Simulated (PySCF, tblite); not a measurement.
# B19N18H17: electronic excitations, NMR shifts

Wanted: electronic excitations, NMR shifts for B19N18H17.

Computed with tblite 0.8.0 and PySCF 2.14.0 and routines of our own; the level stands in each step. Atoms count from 0.

## Step 1: The starting structure

54 atoms, charge 0, multiplicity 1; geometry from: force field, distance geometry or constructed start.

## Step 2: Geometry optimisation with GFN2-xTB

Job settings and geometry (Å):

```
{"job": {"kind": "relax", "xc": "GFN2-xTB", "basis": "xTB"}, "charge": 0, "multiplicity": 1}
B     -3.762300     1.968000    -0.001600
N     -5.026100     2.697400    -0.006900
B     -6.273500     1.967500     0.001000
N     -6.279400     0.524200    -0.006200
B     -5.023900    -0.206400     0.003400
N     -3.770500     0.519300    -0.002600
B      5.023000    -0.203500    -0.003300
N      3.770600     0.522500     0.001500
B      2.514200    -0.207300    -0.000400
N      2.508700    -1.656000     0.001600
B      3.765100    -2.381400    -0.002100
N      5.020400    -1.657200    -0.000000
B      1.252300     1.970500     0.005000
N      0.002200     2.694200    -0.002700
B     -1.257900     1.974900     0.000200
N     -1.257600     0.520400     0.006300
B      0.000400    -0.203300     0.000900
N      1.254600     0.516400    -0.001000
B     -7.535000    -0.203400     0.002500
N     -7.531600    -1.654300     0.002700
B     -6.281000    -2.376400     0.001500
N     -5.023800    -1.653700    -0.000200
B      3.770600     1.974400     0.006600
N      2.507300     2.690500    -0.001500
N     -2.511000     2.697400     0.000900
B     -2.517600    -0.206100     0.002500
N     -2.510800    -1.652900    -0.000700
B     -1.256300    -2.379600     0.001200
N      0.000600    -1.654800    -0.002000
B      1.256800    -2.379800     0.003400
B      7.538000    -0.204600    -0.001100
N      6.276800     0.521100     0.000200
B      6.277700    -2.380100    -0.001900
N      7.536500    -1.656500     0.003700
B     -3.766000    -2.378400    -0.003300
B      6.279200     1.972000    -0.002900
N      5.022100     2.694900    -0.004100
H     -5.022000     3.737300    -0.002600
H     -7.290800     2.550900    -0.000100
H      3.762400    -3.546800     0.001200
H     -0.000100     3.732500     0.003800
H     -8.541800     0.374200     0.003700
H     -8.430200    -2.174200    -0.003600
H     -6.276100    -3.550700    -0.001800
H      2.507800     3.736500     0.002400
H     -2.513400     3.736400    -0.003400
H     -1.253300    -3.550100    -0.000600
H      1.255400    -3.547600     0.002300
H      8.549300     0.380200     0.000200
H      6.280600    -3.549500     0.002000
H      8.434200    -2.182500     0.003100
H     -3.760600    -3.548900    -0.000300
H      7.291500     2.554400     0.000100
H      5.019500     3.733200    -0.003000
```

Started as:

```
$ OMP_NUM_THREADS=4 python large_run.py task.json out
```

One launch serves the whole session: the jobs run in the order shown.

Log:

```text
step      E/eV     max force
  0   -2348.38039    1.432
  1   -2348.61616    0.944
  2   -2348.74494    0.551
  3   -2348.83202    0.548
  4   -2348.90964    0.451
  5   -2348.94546    0.273
  6   -2348.96206    0.174
  7   -2348.96895    0.126
  8   -2348.97294    0.077
  9   -2348.97571    0.077
 10   -2348.97857    0.114
 11   -2348.98237    0.142
 12   -2348.98702    0.123
 13   -2348.99123    0.099
 14   -2348.99413    0.084
 15   -2348.99592    0.060
 16   -2348.99709    0.051
 17   -2348.99774    0.032
 18   -2348.99808    0.029
 19   -2348.99832    0.026
 20   -2348.99855    0.022
 21   -2348.99871    0.017
```

Wall time 0.79 s (4 threads of Arm Neoverse V1, shared host); peak memory 0.16 GiB.

Step by step:

```csv
step,energy from step 0 (eV),largest force (eV/Å)
0,0.0000,1.4321
1,-0.2358,0.9432
2,-0.3646,0.5513
3,-0.4516,0.5477
4,-0.5293,0.4509
5,-0.5651,0.2734
6,-0.5817,0.1746
7,-0.5886,0.1259
8,-0.5926,0.0773
9,-0.5953,0.0769
10,-0.5982,0.1147
11,-0.6020,0.1421
12,-0.6066,0.1228
13,-0.6108,0.0993
14,-0.6137,0.0838
15,-0.6155,0.0602
16,-0.6167,0.0510
17,-0.6173,0.0320
18,-0.6177,0.0290
19,-0.6179,0.0261
20,-0.6182,0.0221
21,-0.6183,0.0171
```

Distances of close pairs at the start and the end, largest changes first:

```csv
bond,before (Å),after (Å),change (Å)
B35–N36,1.450,1.408,-0.042
B32–N33,1.452,1.414,-0.038
N1–B2,1.445,1.408,-0.038
N23–H44,1.046,1.009,-0.037
B30–N33,1.452,1.415,-0.037
B18–N19,1.451,1.415,-0.036
N33–H50,1.040,1.008,-0.032
N1–H37,1.040,1.009,-0.031
```

The end geometry stands in the next job.

## Step 3: Electronic excitations: TDDFT CAM-B3LYP/def2-SVP

Job settings and geometry (Å):

```
{"job": {"kind": "uv", "basis": "def2-SVP", "grid": 1, "kgrid": 0, "vcut": 1.5, "nstates": 6, "ntriplets": 2, "tda": false, "delta": ["ip_vertical"], "pop": true, "xc": "CAM-B3LYP"}, "charge": 0, "multiplicity": 1}
B     -3.732761     1.949746    -0.001090
N     -4.986493     2.638861    -0.001995
B     -6.223832     1.967647    -0.000854
N     -6.236296     0.532635     0.000197
B     -4.985520    -0.195944    -0.000128
N     -3.736567     0.514672    -0.000268
B      4.985524    -0.195973    -0.000208
N      3.736683     0.514658    -0.000255
B      2.488955    -0.199404     0.000765
N      2.488047    -1.643783     0.000815
B      3.733224    -2.345574     0.000356
N      4.978550    -1.642506     0.000566
B      1.245022     1.956530     0.001430
N      0.000274     2.647589     0.001493
B     -1.244505     1.956468     0.000218
N     -1.245087     0.518574     0.000518
B      0.000238    -0.197224     0.001143
N      1.245479     0.518644     0.001200
B     -7.467915    -0.192220     0.000967
N     -7.423845    -1.606761     0.000066
B     -6.221596    -2.351421    -0.000795
N     -4.978451    -1.642487    -0.000612
B      3.733081     1.949676    -0.000140
N      2.492734     2.645256     0.001023
N     -2.492255     2.645240    -0.001174
B     -2.488759    -0.199361    -0.000059
N     -2.487919    -1.643744     0.000184
B     -1.243253    -2.347518     0.000441
N      0.000116    -1.642377     0.001249
B      1.243408    -2.347615     0.001199
B      7.467869    -0.192183     0.000378
N      6.236251     0.532479    -0.000347
B      6.221658    -2.351494     0.000950
N      7.423755    -1.606617     0.001388
B     -3.733086    -2.345535    -0.000448
B      6.224039     1.967480    -0.001227
N      4.986740     2.638886    -0.001331
H     -4.978018     3.647495    -0.003504
H     -7.226831     2.577459    -0.001297
H      3.734443    -3.517022     0.000221
H      0.000039     3.656205     0.001632
H     -8.499608     0.367050     0.001767
H     -8.296992    -2.111173     0.000311
H     -6.252683    -3.523335    -0.001233
H      2.499174     3.654141     0.001430
H     -2.497979     3.654144    -0.001495
H     -1.242930    -3.518145    -0.000048
H      1.242923    -3.518268     0.001690
H      8.499325     0.367359     0.000271
H      6.252724    -3.523469     0.001080
H      8.297006    -2.110675     0.001836
H     -3.734429    -3.516940    -0.000857
H      7.227254     2.577096    -0.001987
H      4.978215     3.647547    -0.001427
```

With the program's defaults for keys left out, this is: TDDFT CAM-B3LYP/def2-SVP, vertical, gas phase, core orbitals frozen in the response, virtual orbitals cut by energy.

Log:

```text
start: PBE on a coarse grid of 47075 points
cycle   1  E = -1466.1708874647  dE =  6.070e+00  |g| = 1.479e+00  |ddm| = 9.783e+00
cycle   2  E = -1465.3170984217  dE =  8.538e-01  |g| = 2.433e+00  |ddm| = 3.691e+00
cycle   3  E = -1466.6666339616  dE = -1.350e+00  |g| = 2.328e-01  |ddm| = 2.359e+00
cycle   4  E = -1466.6802547625  dE = -1.362e-02  |g| = 8.981e-02  |ddm| = 3.374e-01
cycle   5  E = -1466.6820454001  dE = -1.791e-03  |g| = 3.184e-02  |ddm| = 1.067e-01
cycle   6  E = -1466.6822782589  dE = -2.329e-04  |g| = 1.137e-02  |ddm| = 4.051e-02
cycle   7  E = -1466.6823079032  dE = -2.964e-05  |g| = 2.855e-03  |ddm| = 1.115e-02
final grid: 208611 points
cycle   8  E = -1468.1211899535  dE = -2.820e-02  |g| = 1.296e-01  |ddm| = 4.588e-01
cycle   9  E = -1468.1222432377  dE = -1.053e-03  |g| = 1.106e-01  |ddm| = 1.777e-01
cycle  10  E = -1468.1248163549  dE = -2.573e-03  |g| = 1.519e-02  |ddm| = 8.748e-02
cycle  11  E = -1468.1248775739  dE = -6.122e-05  |g| = 4.562e-03  |ddm| = 1.834e-02
cycle  12  E = -1468.1248821905  dE = -4.617e-06  |g| = 1.244e-03  |ddm| = 5.766e-03
cycle  13  E = -1468.1248826276  dE = -4.371e-07  |g| = 3.840e-04  |ddm| = 1.567e-03
cycle  14  E = -1468.1248818871  dE =  7.405e-07  |g| = 9.538e-05  |ddm| = 6.455e-04
converged SCF energy = -1468.1248818871
Vertical ionisation energy (delta-SCF) = 8.7854 eV   <S^2> = 0.767

Static polarisability (au): isotropic 316.140, principal 151.668 325.958 470.793

Singlet excitations
state   eV       nm        f      main configurations
  1   6.6468    186.5   0.09627   H-2->L+1 0.22, H-4->L 0.17, H->L+2 0.14
  2   6.6967    185.1   0.13588   H-2->L 0.17, H->L+1 0.17, H-2->L+2 0.13
  3   6.8609    180.7   0.38508   H->L 0.30, H-3->L 0.11, H-2->L+1 0.09
  4   6.9458    178.5   0.01459   H-1->L 0.30, H->L+1 0.16
  5   6.9555    178.3   1.55213   H-1->L+1 0.39, H-4->L 0.16, H->L+2 0.10
  6   7.0627    175.5   0.00390   H-1->L+2 0.21, H->L+3 0.19, H-2->L 0.11

Triplet excitations (Tamm-Dancoff, eV): 6.3067 6.3134
```

Wall time 7.2 min (4 threads of Arm Neoverse V1, shared host); peak memory 3.4 GiB.

Frontier orbitals and where they lie:

| orbital | eV | atoms |
| --- | --- | --- |
| HOMO−4 | -9.15 | N21 14 %, N11 14 %, N9 10 % |
| HOMO−3 | -9.06 | N28 18 %, N36 11 %, N1 11 % |
| HOMO−2 | -9.00 | N33 12 %, N19 12 %, N5 9 % |
| HOMO−1 | -8.58 | N15 15 %, N17 15 %, N24 9 % |
| HOMO | -8.39 | N13 22 %, N23 14 %, N24 14 % |
| LUMO | 0.86 | B27 17 %, B29 17 %, B34 13 % |
| LUMO+1 | 0.97 | B32 12 %, B20 12 %, B30 11 % |
| LUMO+2 | 1.25 | B35 13 %, B2 13 %, B32 8 % |
| LUMO+3 | 1.63 | B35 14 %, B2 14 %, B6 12 % |

With each of the 6 states as a Gaussian band of 0.4 eV half-width at 1/e, the curve within the window shown has maxima at 179 nm (ε 85,000) L/(mol cm). Beyond the last state computed it falls off for lack of states. The curve at chosen wavelengths:

| nm | ε (L/mol/cm) |
| --- | --- |
| 168 | 26318 |
| 169 | 32755 |
| 171 | 47106 |
| 172 | 54530 |
| 174 | 68376 |
| 175 | 74186 |
| 177 | 82305 |
| 178 | 84287 |
| 180 | 83862 |
| 181 | 81590 |
| 182 | 78141 |
| 184 | 68545 |
| 185 | 62860 |
| 187 | 50832 |
| 188 | 44874 |
| 190 | 33790 |
| 191 | 28851 |
| 192 | 24386 |
| 194 | 16927 |
| 195 | 13913 |
| 197 | 9164 |
| 198 | 7349 |
| 200 | 4622 |
| 201 | 3626 |
| 203 | 2188 |
| 204 | 1683 |

Ground-state properties from the same run:

| property | computed |
| --- | --- |
| dipole moment (D) | 6.02 |
| polarisability (Å³) | 46.85 |
| HOMO–LUMO gap (eV) | 9.25 |
| −ε(HOMO) (eV) | 8.39 |

## Step 4: NMR shifts: GIAO KT3/pcSseg-1

Settings changed since step 3:

```diff
@@ -1,2 +1,2 @@
-{"job": {"kind": "uv", "basis": "def2-SVP", "grid": 1, "kgrid": 0, "vcut": 1.5, "nstates": 6, "ntriplets": 2, "tda": false, "delta": ["ip_vertical"], "pop": true, "xc": "CAM-B3LYP"}, "charge": 0, "multiplicity": 1}
+{"job": {"kind": "nmr", "xc": "KT3", "basis": "pcSseg-1", "pop": false}, "charge": 0, "multiplicity": 1}
 B     -3.732761     1.949746    -0.001090
```

With the program's defaults for keys left out, this is: GIAO KT3/pcSseg-1 NMR shielding, non-relativistic, gas phase.

Log:

```text
start: PBE on a coarse grid of 47075 points
cycle   1  E = -1467.0827417799  dE =  6.258e+00  |g| = 1.516e+00  |ddm| = 7.683e+00
cycle   2  E = -1466.2201959818  dE =  8.625e-01  |g| = 2.488e+00  |ddm| = 3.208e+00
cycle   3  E = -1467.5837638474  dE = -1.364e+00  |g| = 2.423e-01  |ddm| = 2.132e+00
cycle   4  E = -1467.5979035372  dE = -1.414e-02  |g| = 8.828e-02  |ddm| = 3.007e-01
cycle   5  E = -1467.5995718074  dE = -1.668e-03  |g| = 3.024e-02  |ddm| = 8.616e-02
cycle   6  E = -1467.5997760446  dE = -2.042e-04  |g| = 1.145e-02  |ddm| = 3.733e-02
cycle   7  E = -1467.5998026398  dE = -2.660e-05  |g| = 2.997e-03  |ddm| = 9.576e-03
final grid: 441493 points
cycle   8  E = -1493.2517327904  dE = -7.405e-02  |g| = 1.786e-01  |ddm| = 7.059e-01
cycle   9  E = -1493.2402460045  dE =  1.149e-02  |g| = 2.919e-01  |ddm| = 3.178e-01
cycle  10  E = -1493.2585844590  dE = -1.834e-02  |g| = 1.614e-02  |ddm| = 1.969e-01
cycle  11  E = -1493.2586451524  dE = -6.069e-05  |g| = 6.469e-03  |ddm| = 2.148e-02
cycle  12  E = -1493.2586550212  dE = -9.869e-06  |g| = 2.106e-03  |ddm| = 5.719e-03
cycle  13  E = -1493.2586553145  dE = -2.933e-07  |g| = 5.864e-04  |ddm| = 2.378e-03
cycle  14  E = -1493.2586542978  dE =  1.017e-06  |g| = 1.837e-04  |ddm| = 5.615e-04
cycle  15  E = -1493.2586542430  dE =  5.484e-08  |g| = 6.032e-05  |ddm| = 1.928e-04
converged SCF energy = -1493.2586542430

GIAO shielding tensors (ppm)
atom      isotropic    diamagn.    paramagn.     s11        s22        s33       span
  0 B       80.152     202.444    -122.292     64.812     73.943    101.702     36.890
  1 N      139.394     328.502    -189.108     38.651    172.063    207.468    168.817
  2 B       71.687     193.145    -121.458     48.504     63.745    102.812     54.308
  3 N      108.498     331.612    -223.113     19.233     41.116    265.146    245.913
  4 B       79.302     201.167    -121.865     65.231     71.230    101.446     36.215
  5 N      137.601     350.671    -213.070     71.409     80.825    260.569    189.160
  6 B       79.307     201.153    -121.846     65.228     71.243    101.450     36.222
  7 N      137.624     350.666    -213.042     71.411     80.872    260.589    189.177
  8 B       78.385     204.162    -125.777     65.505     71.953     97.697     32.192
  9 N      103.339     353.292    -249.952     11.596     32.329    266.092    254.497
 10 B       65.634     199.986    -134.351     50.518     51.687     94.698     44.180
 11 N      104.306     337.189    -232.884     13.080     33.695    266.143    253.063
 12 B       79.726     205.528    -125.802     62.911     76.167    100.101     37.190
 13 N      164.233     336.983    -172.750    104.912    190.469    197.317     92.405
 14 B       79.718     205.531    -125.813     62.912     76.142    100.099     37.187
 15 N      139.636     358.384    -218.748     73.590     86.405    258.912    185.322
 16 B       78.358     205.827    -127.470     65.326     72.520     97.227     31.901
 17 N      139.654     358.393    -218.738     73.591     86.446    258.925    185.334
 18 B       72.119     189.540    -117.422     51.346     60.608    104.402     53.056
 19 N      119.055     314.174    -195.118    -19.124    155.247    221.044    240.168
 20 B       71.684     194.726    -123.042     50.722     59.922    104.408     53.686
 21 N      104.306     337.182    -232.876     13.065     33.719    266.134    253.068
 22 B       80.152     202.445    -122.293     64.802     73.946    101.707     36.904
 23 N      163.871     334.193    -170.321    104.896    189.342    197.376     92.480
 24 N      163.873     334.201    -170.328    104.908    189.343    197.369     92.461
 25 B       78.381     204.166    -125.785     65.506     71.945     97.692     32.186
 26 N      103.331     353.299    -249.968     11.562     32.329    266.102    254.540
 27 B       65.330     201.950    -136.620     50.725     51.061     94.205     43.479
 28 N      103.383     356.866    -253.483     12.300     32.332    265.517    253.217
 29 B       65.331     201.955    -136.624     50.723     51.066     94.205     43.482
 30 B       72.122     189.570    -117.448     51.342     60.624    104.401     53.059
 31 N      108.493     331.600    -223.106     19.223     41.099    265.158    245.934
 32 B       71.687     194.729    -123.042     50.730     59.923    104.407     53.677
 33 N      119.096     314.143    -195.047    -19.053    155.248    221.092    240.145
 34 B       65.635     199.978    -134.343     50.521     51.683     94.699     44.178
 35 B       71.681     193.144    -121.463     48.500     63.741    102.800     54.300
 36 N      139.387     328.510    -189.123     38.652    172.071    207.439    168.786
 37 H       26.860      29.221      -2.361     21.105     28.116     31.358     10.252
 38 H       26.859      23.624       3.236     23.190     27.829     29.558      6.368
 39 H       26.367      34.278      -7.911     22.220     27.926     28.955      6.735
 40 H       28.165      38.175     -10.010     20.784     30.354     33.357     12.573
 41 H       26.875      20.417       6.458     23.427     28.120     29.077      5.650
 42 H       25.613      14.659      10.954     21.427     25.430     29.982      8.555
 43 H       26.756      27.242      -0.486     23.178     28.256     28.834      5.656
 44 H       28.147      36.662      -8.515     20.999     30.018     33.424     12.425
 45 H       28.147      36.660      -8.513     20.999     30.019     33.425     12.426
 46 H       26.316      36.735     -10.419     21.997     28.013     28.937      6.940
 47 H       26.315      36.734     -10.419     21.997     28.013     28.936      6.939
 48 H       26.876      20.424       6.451     23.427     28.120     29.079      5.652
 49 H       26.755      27.237      -0.482     23.178     28.253     28.834      5.657
 50 H       25.616      14.649      10.967     21.429     25.433     29.988      8.559
 51 H       26.367      34.279      -7.912     22.221     27.927     28.955      6.734
 52 H       26.858      23.625       3.233     23.189     27.828     29.557      6.368
 53 H       26.859      29.222      -2.363     21.107     28.116     31.355     10.249
```

It took 38 s on 4 threads of Arm Neoverse V1, shared host; peak memory 2.2 GiB.

Shifts follow as δ = σ(reference) − σ, with reference shieldings (ppm) from runs at the same level and on the same kind of geometry: 1H TMS 31.76, 15N NH3 264.4, 11B BF3·OEt2 100.0. The references are single molecules in the gas phase, so shifts against H2O, NH3, PH3, H3PO4 or CFCl3 are not on the usual liquid scales and can be off by tens of ppm. Atoms listed in one row are averaged.

```csv
atoms,environment,σ (ppm),δ (ppm)
"H42, H50",hydrogen on a nitrogen bonded to 2 B,25.61,6.15
"H46, H47",hydrogen on a boron bonded to 2 N,26.32,5.44
"H39, H51",hydrogen on a boron bonded to 2 N,26.37,5.39
"H43, H49",hydrogen on a boron bonded to 2 N,26.76,5.00
"H38, H52",hydrogen on a boron bonded to 2 N,26.86,4.90
"H37, H53",hydrogen on a nitrogen bonded to 2 B,26.86,4.90
"H41, H48",hydrogen on a boron bonded to 2 N,26.88,4.89
"H44, H45",hydrogen on a nitrogen bonded to 2 B,28.15,3.61
H40,hydrogen on a nitrogen bonded to 2 B,28.17,3.59
"B27, B29","boron bonded to 2 N, H",65.3,34.6
"B10, B34","boron bonded to 2 N, H",65.6,34.3
"B2, B35","boron bonded to 2 N, H",71.7,28.3
"B20, B32","boron bonded to 2 N, H",71.7,28.3
"B18, B30","boron bonded to 2 N, H",72.1,27.9
B16,boron bonded to 3 N,78.4,21.6
"B8, B25",boron bonded to 3 N,78.4,21.6
"B4, B6",boron bonded to 3 N,79.3,20.7
"B12, B14",boron bonded to 3 N,79.7,20.3
"B0, B22",boron bonded to 3 N,80.2,19.8
"N9, N26",nitrogen bonded to 3 B,103.3,161.1
N28,nitrogen bonded to 3 B,103.4,161.0
"N11, N21",nitrogen bonded to 3 B,104.3,160.1
"N3, N31",nitrogen bonded to 3 B,108.5,155.9
"N19, N33","nitrogen bonded to 2 B, H",119.1,145.3
"N5, N7",nitrogen bonded to 3 B,137.6,126.8
"N1, N36","nitrogen bonded to 2 B, H",139.4,125.0
"N15, N17",nitrogen bonded to 3 B,139.6,124.7
"N23, N24","nitrogen bonded to 2 B, H",163.9,100.5
N13,"nitrogen bonded to 2 B, H",164.2,100.2
```

Ring of atoms B0, N1, B2, N3, B4, N5: NICS(0) -1.2, NICS(1) -1.8, NICS(1)zz 1.3 ppm (means of both faces).

Ring of atoms B0, N5, B14, N15, N24, B25: NICS(0) -1.7, NICS(1) -1.4, NICS(1)zz 3.0 ppm (means of both faces).

Ring of atoms N3, B4, B18, N19, B20, N21: NICS(0) -1.0, NICS(1) -2.2, NICS(1)zz -0.7 ppm (means of both faces).

## Step 5: Summary of results

```
                                                                   quantity                                                                     value
                                        lowest singlet (CAM-B3LYP/def2-SVP)                                               6.65 eV (187 nm), f = 0.096
                                   brightest single state of those computed                                               state 5, 6.96 eV, f = 1.552
                                                             lowest triplet                                                                   6.31 eV
      1H shifts against TMS (KT3/pcSseg-1, means over atoms taken as alike)                  6.15, 5.44, 5.39, 5.00, 4.90, 4.90, 4.89, 3.61, 3.59 ppm
11B shifts against BF3·OEt2 (KT3/pcSseg-1, means over atoms taken as alike)            34.6, 34.3, 28.3, 28.3, 27.9, 21.6, 21.6, 20.7, 20.3, 19.8 ppm
     15N shifts against NH3 (KT3/pcSseg-1, means over atoms taken as alike)  161.1, 161.0, 160.1, 155.9, 145.3, 126.8, 125.0, 124.7, 100.5, 100.2 ppm
```

What this shows: The lowest singlet, at 6.65 eV, is HOMO−2→LUMO+1 0.22, HOMO−4→LUMO 0.17 and is bright; of the 6 states computed, the strongest absorption comes from state 5 at 6.96 eV. The lowest triplet lies 0.34 eV below the lowest singlet (triplets in Tamm-Dancoff, singlets in full TDDFT). The basis of CAM-B3LYP/def2-SVP has no diffuse functions, so Rydberg states are missing and the high states are unreliable.
